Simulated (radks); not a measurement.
# Sm⁺ with its nuclear charge varied continuously

Aim: the energy of 61 electrons in [Xe] 4f6 6s1 as the nuclear charge moves through non-integer values, and a test of dE/dZ = E(electron-nucleus)/Z.

Program: radks (a radial shooting solver on a logarithmic mesh, Libxc functionals) version 1. Level of theory: non-relativistic Kohn-Sham, PBE, spin-polarised, spherical densities, point nucleus; open shells are filled with parallel spins first. These are calculated values, not measurements, unless marked.

**1. Starting point**

| Item | Value |
| --- | --- |
| element | samarium (Z = 62) |
| charge | +1 |
| electrons | 61 |
| configuration | [Xe] 4f6 6s1 |

The outer shells:

Sm⁺
```
[Xe] core
4f [↑ ][↑ ][↑ ][↑ ][↑ ][↑ ][  ]
6s [↑ ]
```

**2. Z = 62**

Settings of this run:

```text
Z 62
configuration [Xe] 4f6 6s1
relativity non-relativistic
functional pbe,pbe
spin polarised
nucleus point
```

**3. Z = 61.5**

Input: that of step 2 with these lines changed.

```diff
@@ -1,2 +1,2 @@
-Z 62
+Z 61.5
 configuration [Xe] 4f6 6s1
```

**4. Z = 61.6**

Input: that of step 3 with these lines changed.

```diff
@@ -1,2 +1,2 @@
-Z 61.5
+Z 61.6
 configuration [Xe] 4f6 6s1
```

**5. Z = 61.7**

Input: that of step 4 with these lines changed.

```diff
@@ -1,2 +1,2 @@
-Z 61.6
+Z 61.7
 configuration [Xe] 4f6 6s1
```

**6. Z = 61.8**

Input: that of step 5 with these lines changed.

```diff
@@ -1,2 +1,2 @@
-Z 61.7
+Z 61.8
 configuration [Xe] 4f6 6s1
```

**7. Z = 61.9**

Input: that of step 6 with these lines changed.

```diff
@@ -1,2 +1,2 @@
-Z 61.8
+Z 61.9
 configuration [Xe] 4f6 6s1
```

**8. Z = 62.1**

Input: that of step 7 with these lines changed.

```diff
@@ -1,2 +1,2 @@
-Z 61.9
+Z 62.1
 configuration [Xe] 4f6 6s1
```

**9. Z = 62.2**

Input: that of step 8 with these lines changed.

```diff
@@ -1,2 +1,2 @@
-Z 62.1
+Z 62.2
 configuration [Xe] 4f6 6s1
```

**10. Z = 62.3**

Input: that of step 9 with these lines changed.

```diff
@@ -1,2 +1,2 @@
-Z 62.2
+Z 62.3
 configuration [Xe] 4f6 6s1
```

**11. Z = 62.4**

Input: that of step 10 with these lines changed.

```diff
@@ -1,2 +1,2 @@
-Z 62.3
+Z 62.4
 configuration [Xe] 4f6 6s1
```

**12. Z = 62.5**

Input: that of step 11 with these lines changed.

```diff
@@ -1,2 +1,2 @@
-Z 62.4
+Z 62.5
 configuration [Xe] 4f6 6s1
```

**13. Z = 62.6**

Input: that of step 12 with these lines changed.

```diff
@@ -1,2 +1,2 @@
-Z 62.5
+Z 62.6
 configuration [Xe] 4f6 6s1
```

**14. Z = 62.7**

Input: that of step 13 with these lines changed.

```diff
@@ -1,2 +1,2 @@
-Z 62.6
+Z 62.7
 configuration [Xe] 4f6 6s1
```

**15. Z = 62.8**

Input: that of step 14 with these lines changed.

```diff
@@ -1,2 +1,2 @@
-Z 62.7
+Z 62.8
 configuration [Xe] 4f6 6s1
```

**16. Z = 62.9**

Input: that of step 15 with these lines changed.

```diff
@@ -1,2 +1,2 @@
-Z 62.8
+Z 62.9
 configuration [Xe] 4f6 6s1
```

**17. Z = 63**

Input: that of step 16 with these lines changed.

```diff
@@ -1,2 +1,2 @@
-Z 62.9
+Z 63
 configuration [Xe] 4f6 6s1
```

Before running it: what results should come out? Wanted: for each run, Z; E; E(electron-nucleus)/Z; highest level; its energy; <r>.

As calculated:

| Z | E (hartree) | E(electron-nucleus)/Z (hartree) | highest level | its energy (eV) | <r> (bohr) |
| --- | --- | --- | --- | --- | --- |
| 61.5 | -9846.7144 | -379.765 | 6s up | -5.171 | 4.510 |
| 61.6 | -9884.7316 | -380.578 | 6s up | -5.761 | 4.412 |
| 61.7 | -9922.8300 | -381.390 | 6s up | -6.371 | 4.319 |
| 61.8 | -9961.0095 | -382.200 | 6s up | -6.998 | 4.233 |
| 61.9 | -9999.2700 | -383.010 | 6s up | -7.641 | 4.152 |
| 62 | -10037.6114 | -383.819 | 6s up | -8.301 | 4.076 |
| 62.1 | -10076.0337 | -384.627 | 6s up | -8.977 | 4.004 |
| 62.2 | -10114.5368 | -385.434 | 6s up | -9.667 | 3.936 |
| 62.3 | -10153.1206 | -386.241 | 6s up | -10.372 | 3.872 |
| 62.4 | -10191.7850 | -387.047 | 6s up | -11.092 | 3.811 |
| 62.5 | -10230.5300 | -387.853 | 6s up | -11.825 | 3.752 |
| 62.6 | -10269.3555 | -388.658 | 6s up | -12.572 | 3.697 |
| 62.7 | -10308.2615 | -389.462 | 6s up | -13.333 | 3.644 |
| 62.8 | -10347.2480 | -390.267 | 6s up | -14.106 | 3.594 |
| 62.9 | -10386.3148 | -391.070 | 6s up | -14.893 | 3.545 |
| 63 | -10425.4620 | -391.873 | 6s up | -15.692 | 3.499 |

What this shows: At Z = 62 the central difference of E is -383.819 hartree, against -383.819 from the Hellmann-Feynman theorem. The top level goes from -5.171 eV at Z = 61.5 to -15.692 eV at Z = 63.
